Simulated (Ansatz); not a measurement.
# HfBi3O: the cost of one run

Computed with Ansatz 0.2.0 (DFT PBE, scalar-relativistic, plane waves, PAW, unless a step's input says otherwise).

### Step 1. The starting structure

It takes space group Pm-3m (No. 221, cubic). Conventional cell: a = 4.986 Å, b = 4.986 Å, c = 4.986 Å, α = 90.00°, β = 90.00°, γ = 90.00°. Hf (site symmetry m-3m) is surrounded by 12 Bi at 3.53 Å. Bi (site symmetry 4/mmm) has 2 O at 2.49 Å as nearest neighbours. O (site symmetry m-3m) has 6 Bi at 2.49 Å as nearest neighbours.

As a file:

```
CELL_PARAMETERS angstrom
4.98596 0.00000 0.00000
0.00000 4.98596 0.00000
0.00000 0.00000 4.98596
ATOMIC_POSITIONS crystal
Hf 0.00000 0.00000 0.00000
Bi 0.50000 0.00000 0.50000
Bi 0.50000 0.50000 0.00000
Bi 0.00000 0.50000 0.50000
O 0.50000 0.50000 0.50000
```

The cell is invented: species swapped into a database cell of Pr3InO (Pm-3m, No. 221), with Bi on the Pr sites and Hf on the In sites. The dimensions are guesses.

### Step 2. The guess as it stands, on a coarse mesh

Input file input.yaml:

```yaml
crystal:
  lattice:
    - [4.98595573, 0.0, 0.0]
    - [0.0, 4.98595573, 0.0]
    - [0.0, 0.0, 4.98595573]
  atoms:
    - { symbol: Hf, position: [0.0, 0.0, 0.0] }
    - { symbol: Bi, position: [0.5, 0.0, 0.5] }
    - { symbol: Bi, position: [0.5, 0.5, 0.0] }
    - { symbol: Bi, position: [0.0, 0.5, 0.5] }
    - { symbol: O, position: [0.5, 0.5, 0.5] }
basis:
  ecutwfc: 420
kpoints:
  mp_grid: { grid: [4, 4, 4] }
hamiltonian:
  xc: pbe
scf:
  occupations: { method: gaussian, width: 0.1 }
  lower_state_search: "off"
output:
  forces: true
  stress: true
  eigenvalues: true
```

Command:

```bash
$ ansatz run input.yaml --threads 1 --pin off --max-ram 2560MiB --backend cpu --events-out ev --progress --plain --runs-dir out
```

What time and memory should one allow on 1 thread of Intel Xeon Platinum 8259CL at 2.50GHz (Skylake/Cascade Lake), shared host?

About 4.8 s, with a peak of 0.47 GiB.
